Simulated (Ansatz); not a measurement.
# C₂H₆AlNS: a ladder of functionals and wavefunction methods

One table from this session's results is given with a row withheld; the runs are named, their logs left out.

Computed with Ansatz 0.2.0, Gaussian basis. Level: functionals in def2-TZVPP, the program's frozen cores in correlated methods.

Plan: LDA (SPW92), PBE-D4, revPBE-D4, BLYP-D4, r2SCAN-D4, B97M-V, PBE0-D4, B3LYP-D4, r2SCANh-D4, r2SCAN0-D4, HSE06-D4, BHLYP-D4, CAM-B3LYP-D4, LC-ωPBE, ωB97X-V, ωB97M-V, B2PLYP, PBE-QIDH; CCSD(T)/def2-SVP; CCSD(T)/def2-TZVPP; MP2/def2-QZVPP; extrapolation to the limit; RPA on PBE.

### The geometry

The geometry comes from an earlier relaxation with PBE0-D4 in a triple-zeta def2 set; it is a stationary point, not always the lowest conformer.

11 atoms, charge 0, spin multiplicity 1.

Atoms are counted from 1 here; the program's logs count them from 0.

Bond lengths: N1–C2 1.447 Å, N1–H6 1.012 Å, N1–H7 1.012 Å, C2–C3 1.476 Å, C2–H8 1.100 Å, C2–H9 1.103 Å, C3–Al4 1.961 Å, C3–S5 1.646 Å, Al4–S5 2.397 Å, Al4–H10 1.584 Å, Al4–H11 1.583 Å. Angles: C2–N1–H6 110.7°, C2–N1–H7 110.8°, H6–N1–H7 107.5°, N1–C2–C3 112.3°, N1–C2–H8 108.5°, N1–C2–H9 115.5°, C3–C2–H8 104.9°, C3–C2–H9 109.4°, H8–C2–H9 105.4°, C2–C3–Al4 152.3°, C2–C3–S5 124.9°, Al4–C3–S5 82.8°, C3–Al4–S5 42.9°, C3–Al4–H10 116.7°, C3–Al4–H11 117.7°, S5–Al4–H10 112.9°, S5–Al4–H11 113.2°, H10–Al4–H11 124.5° and more.

The first run:

Input file in.yaml:

```yaml
crystal:
  periodic: [false, false, false]
  atoms:
    - {symbol: N, position_ang: [-0.736220, 1.643330, -0.084288]}
    - {symbol: C, position_ang: [-0.834688, 0.422169, 0.686459]}
    - {symbol: C, position_ang: [0.103037, -0.615364, 0.215776]}
    - {symbol: Al, position_ang: [1.681323, -1.202159, -0.788727]}
    - {symbol: S, position_ang: [0.031013, -2.206707, 0.629610]}
    - {symbol: H, position_ang: [-1.057513, 1.494955, -1.032403]}
    - {symbol: H, position_ang: [-1.310544, 2.370741, 0.321002]}
    - {symbol: H, position_ang: [-0.524729, 0.636580, 1.720175]}
    - {symbol: H, position_ang: [-1.846976, -0.008333, 0.767187]}
    - {symbol: H, position_ang: [1.465855, -1.539242, -2.321320]}
    - {symbol: H, position_ang: [3.094942, -1.052971, -0.092969]}
basis:
  gaussian: {orbitals: def2-TZVPP}
hamiltonian: {xc: lda}
output: {orbitals: {seedname: orbitals}}
```

On the command line:

```sh
> ansatz run in.yaml --threads 4 --pin off --events-out ev --progress --plain --max-ram 10444MiB
```

Among the steps run: LDA; PBE-D4 (GGA); revPBE-D4 (GGA); BLYP-D4 (GGA); r2SCAN-D4 (meta-GGA); B97M-V (meta-GGA); PBE0-D4 (hybrid); B3LYP-D4 (hybrid); r2SCANh-D4 (hybrid); r2SCAN0-D4 (hybrid); HSE06-D4 (hybrid); BHLYP-D4 (hybrid); CAM-B3LYP-D4 (range-separated); LC-ωPBE (range-separated); ωB97X-V (range-separated); ωB97M-V (range-separated); B2PLYP (double hybrid); PBE-QIDH (double hybrid).

One of the session's tables, all rows but one given; the rest of the session is left out.

It belongs to the step «Orbital energies across the functionals». 

| functional | HOMO (eV) | LUMO (eV) | gap (eV) |
| --- | --- | --- | --- |
| LDA (SPW92) | -5.97 | -3.80 | 2.17 |
| PBE-D4 | -5.84 | -3.62 | 2.22 |
| revPBE-D4 | -5.78 | -3.55 | 2.24 |
| BLYP-D4 | -5.71 | -3.44 | 2.26 |
| r2SCAN-D4 | -6.07 | -3.51 | 2.56 |
| B97M-V | ? | ? | ? |
| PBE0-D4 | -7.01 | -2.68 | 4.33 |
| B3LYP-D4 | -6.80 | -2.85 | 3.95 |
| r2SCANh-D4 | -6.50 | -3.15 | 3.35 |
| r2SCAN0-D4 | -7.16 | -2.62 | 4.54 |
| HSE06-D4 | -6.61 | -3.06 | 3.55 |
| BHLYP-D4 | -8.06 | -1.54 | 6.52 |
| CAM-B3LYP-D4 | -8.32 | -1.48 | 6.84 |
| LC-ωPBE | -9.65 | -0.40 | 9.25 |
| ωB97X-V | -9.32 | -0.45 | 8.87 |
| ωB97M-V | -9.16 | -0.50 | 8.66 |

Estimate the missing values for B97M-V.

As computed: HOMO (eV): -6.18; LUMO (eV): -3.45; gap (eV): 2.73. In the column «HOMO (eV)» it lies between r2SCANh-D4 (-6.50) and r2SCAN-D4 (-6.07).
